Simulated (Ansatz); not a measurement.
# ZrWS5: the cost of one run

Method: DFT PBE, scalar-relativistic, plane waves, PAW, in Ansatz 0.2.0.

1 further run of the same task is left out (set aside as unsound or not needed).

### Step 1. The starting structure

It takes space group P4/mmm (No. 123, tetragonal). The conventional cell has a = 4.262 Å, b = 4.262 Å, c = 7.748 Å, α = 90.00°, β = 90.00°, γ = 90.00°. Around Zr (site symmetry 4/mmm) lie 12 S at 3.01 Å. W (site symmetry 4/mmm) has 8 S at 2.75 Å as nearest neighbours. S (site symmetry 2mm) is surrounded by 2 W at 2.75 Å and 2 Zr at 3.01 Å. S (site symmetry 4/mmm) is surrounded by 4 Zr at 3.01 Å and 8 S at 3.01 Å.

Coordinates:

```
CELL_PARAMETERS angstrom
4.26160 0.00000 0.00000
0.00000 4.26160 0.00000
0.00000 0.00000 7.74790
ATOMIC_POSITIONS crystal
Zr 0.50000 0.50000 0.00000
W 0.00000 0.00000 0.50000
S 0.00000 0.50000 0.27513
S 0.00000 0.50000 0.72487
S 0.50000 0.00000 0.27513
S 0.50000 0.00000 0.72487
S 0.00000 0.00000 0.00000
```

The cell is invented: species swapped into a database cell of ZnAsPt5 (P4/mmm, No. 123), with Zr on the Zn sites, W on the As sites and S on the Pt sites. The dimensions are guesses.

### Step 2. A first look at the guess

Contents of input.yaml:

```yaml
crystal:
  lattice:
    - [4.26160027, 0.0, 0.0]
    - [0.0, 4.26160027, 0.0]
    - [0.0, 0.0, 7.74789896]
  atoms:
    - { symbol: Zr, position: [0.5, 0.5, 0.0] }
    - { symbol: W, position: [0.0, 0.0, 0.5] }
    - { symbol: S, position: [0.0, 0.5, 0.27513048] }
    - { symbol: S, position: [0.0, 0.5, 0.72486952] }
    - { symbol: S, position: [0.5, 0.0, 0.27513048] }
    - { symbol: S, position: [0.5, 0.0, 0.72486952] }
    - { symbol: S, position: [0.0, 0.0, 0.0] }
basis:
  ecutwfc: 420
kpoints:
  mp_grid: { grid: [4, 4, 2] }
hamiltonian:
  xc: pbe
scf:
  occupations: { method: gaussian, width: 0.1 }
  lower_state_search: "off"
output:
  forces: true
  stress: true
  eigenvalues: true
```

The run is started by

```sh
> ansatz run input.yaml --threads 1 --pin off --max-ram 2048MiB --backend cpu --events-out ev --progress --plain --runs-dir out
```

**Question.** How long does this run take on 1 thread of Arm Neoverse N1, shared host, and how much memory does it need?

About 7.7 s, with a peak of 0.4 GiB.
